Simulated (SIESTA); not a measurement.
Crystal: CsLiCr2Te2S3.

```
Cs Li Cr Te S
1.0
     3.31929    1.91639    6.87982
    -3.31929    1.91639    6.87982
     0.00000   -3.83279    6.87982
Cs Li Cr Te S
1 1 2 2 3
Direct
  0.00000 0.00000 0.00000
  0.50000 0.50000 0.50000
  0.79848 0.79848 0.79848
  0.20152 0.20152 0.20152
  0.67990 0.67990 0.67990
  0.32010 0.32010 0.32010
  0.13626 0.86374 0.50000
  0.50000 0.13626 0.86374
  0.86374 0.50000 0.13626
```

The cell was built by a generator and needn't be a form met in nature.

```yaml
Program: SIESTA 5.4.2
Task: relaxation of cell and atoms
Functional: vdW-DF2
Potentials_or_basis: PseudoDojo 0.4 standard (PBE files)
Basis: DZP (energy shift 0.003 Ry; two zetas on semicore shells; d shell added on Cs)
Grid_cutoff: 800 Ry
Energy_shift: 0.003 Ry
k_mesh: 4 × 4 × 4
Occupations: fermi-dirac, width 0.05 eV
Spin: collinear spin, ferromagnetic start
Starting_moments: "[0.0, 0.0, 3.0, 3.0, 0.0, 0.0, 0.0, 0.0, 0.0] μB"
```

At the start: pressure 3.1 GPa; volume 29.18 Å³/atom.

Problem. How do energy, volume and symmetry change on relaxing?

Solution. Over 16 steps the energy falls by 22.7 meV/atom and the volume is 30.51 Å³/atom (+4.6 %); space group R32 (No. 155, to 0.05 Å); moment 4.04 μB per cell.

The path:
| step | energy change (eV) | largest force (eV/Å) | pressure (GPa) | volume (Å³) |
| --- | --- | --- | --- | --- |
| 1 | 0.0000 | 0.7205 | 3.13 | 262.58 |
| 2 | -0.0867 | 0.3711 | 2.20 | 265.92 |
| 3 | -0.1426 | 0.2555 | 1.50 | 269.18 |
| 4 | -0.1926 | 0.0639 | 0.26 | 275.88 |
| 5 | -0.1715 | 0.2091 | 0.99 | 272.06 |
| 6 | -0.2009 | 0.0942 | 0.03 | 277.62 |
| 7 | -0.1631 | 0.2175 | 1.25 | 270.63 |
| 8 | -0.2034 | 0.1343 | -0.03 | 277.56 |
| 9 | -0.2045 | 0.0456 | 0.09 | 275.83 |
| 10 | -0.2030 | 0.0424 | -0.20 | 276.73 |
| 11 | -0.2002 | 0.0817 | -0.34 | 276.92 |
| 12 | -0.2038 | 0.0295 | 0.13 | 275.77 |
| 13 | -0.2026 | 0.0504 | -0.24 | 277.05 |
| 14 | -0.2035 | 0.0289 | 0.17 | 275.02 |
| 15 | -0.2030 | 0.0430 | 0.22 | 274.31 |
| 16 | -0.2044 | 0.0016 | -0.01 | 274.56 |

Final structure:
```
Cs Li Cr Te S
1.0
     3.41097    1.96932    6.81219
    -3.41097    1.96932    6.81219
     0.00000   -3.93865    6.81219
Cs Li Cr Te S
1 1 2 2 3
Direct
  0.00000 0.00000 0.00000
  0.50000 0.50000 0.50000
  0.79774 0.79774 0.79774
  0.20226 0.20226 0.20226
  0.67402 0.67402 0.67402
  0.32598 0.32598 0.32598
  0.13980 0.86020 0.50000
  0.50000 0.13980 0.86020
  0.86020 0.50000 0.13980
```

Caveat: the potentials were made for another functional, which shifts forces and pressure; the basis of atomic orbitals isn't converged, which shifts pressures, moduli and gaps; only a ferromagnetic start was run, and an antiferromagnetic order may lie lower in energy.
